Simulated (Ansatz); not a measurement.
# BrH5Si: the cost of one run

The runs use Ansatz 0.2.0, Gaussian basis; PBE0-D4/def2-SVP.

## Step 1: Where the work starts

The start, a pair relaxed at PBE0-D4: SMILES `Br.[SiH4]`, 7 atoms, charge 0, spin multiplicity 1.

Atoms are counted from 1 here; the program's logs count them from 0.

Bond lengths: Br1–H2 1.421 Å, Si3–H4 1.484 Å, Si3–H5 1.486 Å, Si3–H6 1.484 Å, Si3–H7 1.486 Å. Angles: H4–Si3–H5 109.4°, H4–Si3–H6 110.0°, H4–Si3–H7 109.5°, H5–Si3–H6 109.5°, H5–Si3–H7 108.9°, H6–Si3–H7 109.5°.

As a file:

```tsv
atom	x (Å)	y (Å)	z (Å)
Br1	-0.05133	-0.49885	-2.82331
H2	-0.66771	0.76183	-2.60015
Si3	0.14564	-0.05652	1.08209
H4	1.53774	-0.11831	0.57274
H5	0.16531	0.20622	2.54438
H6	-0.54753	-1.34174	0.82007
H7	-0.58202	1.04747	0.40419
```

## Step 2: The run

File md/in.yaml:

```yaml
crystal:
  periodic: [false, false, false]
  atoms:
    - {symbol: Br, position_ang: [-0.051328, -0.498846, -2.823312]}
    - {symbol: H, position_ang: [-0.667710, 0.761834, -2.600151]}
    - {symbol: Si, position_ang: [0.145642, -0.056518, 1.082089]}
    - {symbol: H, position_ang: [1.537737, -0.118313, 0.572740]}
    - {symbol: H, position_ang: [0.165313, 0.206219, 2.544375]}
    - {symbol: H, position_ang: [-0.547535, -1.341745, 0.820070]}
    - {symbol: H, position_ang: [-0.582020, 1.047469, 0.404191]}
basis:
  gaussian: {orbitals: def2-SVP}
hamiltonian: {xc: pbe0, dispersion: d4}
md: {n_steps: 60, timestep: 1.0, temperature: 100, ensemble: nve, seed: 633, initial_velocities: maxwell_boltzmann}
```

Command:

```bash
> ansatz run in.yaml --threads 2 --pin off --events-out ev --progress --plain --max-ram 5222MiB
```

**Question.** How long does this run take on 2 threads of Arm Neoverse V1, shared host?

About 66 s.
